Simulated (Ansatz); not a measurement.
**C7H8Cl2Si: one species, many methods**

How much do the methods differ for C7H8Cl2Si? The plan is to run it at one geometry with functionals of several rungs and with coupled cluster. The yardstick is the atomisation energy at the CCSD(T) limit.

Computed with Ansatz 0.2.0, Gaussian basis. Level: functionals in def2-TZVPP, the program's frozen cores in correlated methods.

The runs, in order: LDA (SPW92), PBE-D4, revPBE-D4, BLYP-D4, r2SCAN-D4, B97M-V, PBE0-D4, B3LYP-D4, r2SCANh-D4, r2SCAN0-D4, HSE06-D4, BHLYP-D4, CAM-B3LYP-D4, LC-ωPBE, ωB97X-V, ωB97M-V, B2PLYP, PBE-QIDH; CCSD(T)/def2-SVP; CCSD(T)/def2-TZVPP; MP2/def2-QZVPP; extrapolation to the limit; RPA on PBE.

## Step 1: The relaxed structure

All runs share one geometry, relaxed beforehand with PBE0-D4 in a triple-zeta def2 set.

SMILES `C[Si](Cl)(Cl)c1ccccc1`, 18 atoms, charge 0, spin multiplicity 1.

Atoms are counted from 1 here; the program's logs count them from 0.

Bond lengths: C1–Si2 1.850 Å, C1–H11 1.092 Å, C1–H12 1.092 Å, C1–H13 1.092 Å, Si2–Cl3 2.057 Å, Si2–Cl4 2.057 Å, Si2–C5 1.853 Å, C5–C6 1.394 Å, C5–C10 1.396 Å, C6–C7 1.387 Å, C6–H14 1.085 Å, C7–C8 1.386 Å, C7–H15 1.084 Å, C8–C9 1.389 Å, C8–H16 1.084 Å, C9–C10 1.384 Å, C9–H17 1.084 Å, C10–H18 1.085 Å. Angles: Si2–C1–H11 110.7°, Si2–C1–H12 109.6°, Si2–C1–H13 110.7°, H11–C1–H12 108.4°, H11–C1–H13 109.1°, H12–C1–H13 108.4°, C1–Si2–Cl3 109.1°, C1–Si2–Cl4 109.0°, C1–Si2–C5 114.0°, Cl3–Si2–Cl4 106.6°, Cl3–Si2–C5 108.9°, Cl4–Si2–C5 108.9°, Si2–C5–C6 120.6°, Si2–C5–C10 120.8°, C6–C5–C10 118.6°, C5–C6–C7 120.8°, C5–C6–H14 120.2°, C7–C6–H14 119.1° and more.

## Step 2: LDA

This LDA is Slater exchange with PW92 correlation.

in.yaml

```yaml
crystal:
  periodic: [false, false, false]
  atoms:
    - {symbol: C, position_ang: [1.254410, -1.825778, 1.949906]}
    - {symbol: Si, position_ang: [-0.204047, -0.707776, 1.739745]}
    - {symbol: Cl, position_ang: [-0.180813, 0.714300, 3.226048]}
    - {symbol: Cl, position_ang: [-1.928437, -1.799453, 1.998244]}
    - {symbol: C, position_ang: [-0.271899, 0.143768, 0.095855]}
    - {symbol: C, position_ang: [0.708353, -0.093108, -0.867260]}
    - {symbol: C, position_ang: [0.660249, 0.542194, -2.099698]}
    - {symbol: C, position_ang: [-0.371191, 1.423114, -2.382928]}
    - {symbol: C, position_ang: [-1.354633, 1.669065, -1.433928]}
    - {symbol: C, position_ang: [-1.304454, 1.034197, -0.205149]}
    - {symbol: H, position_ang: [1.241350, -2.621069, 1.201128]}
    - {symbol: H, position_ang: [1.224842, -2.284794, 2.939760]}
    - {symbol: H, position_ang: [2.186935, -1.264326, 1.857979]}
    - {symbol: H, position_ang: [1.522078, -0.780098, -0.659581]}
    - {symbol: H, position_ang: [1.429273, 0.348705, -2.838780]}
    - {symbol: H, position_ang: [-0.410474, 1.920593, -3.345378]}
    - {symbol: H, position_ang: [-2.161839, 2.358119, -1.654475]}
    - {symbol: H, position_ang: [-2.077303, 1.233548, 0.530111]}
basis:
  gaussian: {orbitals: def2-TZVPP}
hamiltonian: {xc: lda}
output: {orbitals: {seedname: orbitals}}
```

Further steps of the session: PBE-D4 (GGA); revPBE-D4 (GGA); BLYP-D4 (GGA); r2SCAN-D4 (meta-GGA); B97M-V (meta-GGA); PBE0-D4 (hybrid); B3LYP-D4 (hybrid); r2SCANh-D4 (hybrid); r2SCAN0-D4 (hybrid); HSE06-D4 (hybrid); BHLYP-D4 (hybrid); CAM-B3LYP-D4 (range-separated); LC-ωPBE (range-separated); ωB97X-V (range-separated); ωB97M-V (range-separated); B2PLYP (double hybrid); PBE-QIDH (double hybrid); CCSD(T) in def2-SVP; CCSD(T) in def2-TZVPP; MP2 in def2-QZVPP; RPA on PBE orbitals.

Before running them: what should the planned runs give, taken together? Wanted: atomisation energy, CCSD(T)/CBS; farthest beyond LDA; mean size of error, GGA; mean size of error, meta-GGA; mean size of error, hybrid; mean size of error, range-separated; mean size of error, double hybrid; gap, smallest and largest; T1 diagnostic.

The runs gave:

| quantity | value |
| --- | --- |
| atomisation energy, CCSD(T)/CBS | 8018.0 kJ/mol |
| functionals within 40.1 kJ/mol (0.5 %) | BLYP-D4, B3LYP-D4, r2SCANh-D4, r2SCAN0-D4, CAM-B3LYP-D4, LC-ωPBE, ωB97X-V |
| farthest beyond LDA | PBE-D4 (+260.8 kJ/mol) |
| mean size of error, GGA | 112.5 kJ/mol |
| mean size of error, meta-GGA | 78.7 kJ/mol |
| mean size of error, hybrid | 91.4 kJ/mol |
| mean size of error, range-separated | 27.2 kJ/mol |
| mean size of error, double hybrid | 63.8 kJ/mol |
| gap, smallest and largest | 4.68 eV (LDA (SPW92)), 11.15 eV (LC-ωPBE) |
| T1 diagnostic | 0.0099 |
| triples share of the correlation energy | 4.8 % |

**Reading.** LDA overbinds by 1194.5 kJ/mol (15 %). PBE-D4 misses by +260.8 kJ/mol. Double hybrids carry the basis error of their MP2 part in triple zeta, and no dispersion term here, so their miss is partly the set-up's. Taken by rung, range-separated functionals do best (27.2 kJ/mol on average) and GGA ones worst beyond LDA (112.5 kJ/mol). The reference freezes the cores and leaves out relativity and excitations past (T), so misses under about 40.1 kJ/mol can't be ranked. Hartree-Fock recovers 75 % of the binding; the rest is correlation. CCSD(T) in def2-SVP is off by -356.1 kJ/mol, more than most functionals: a good method in a small basis is no reference. Orbital gaps span 4.7 to 11.1 eV; exact exchange widens them. The restricted reference is unstable towards a spin-broken one.
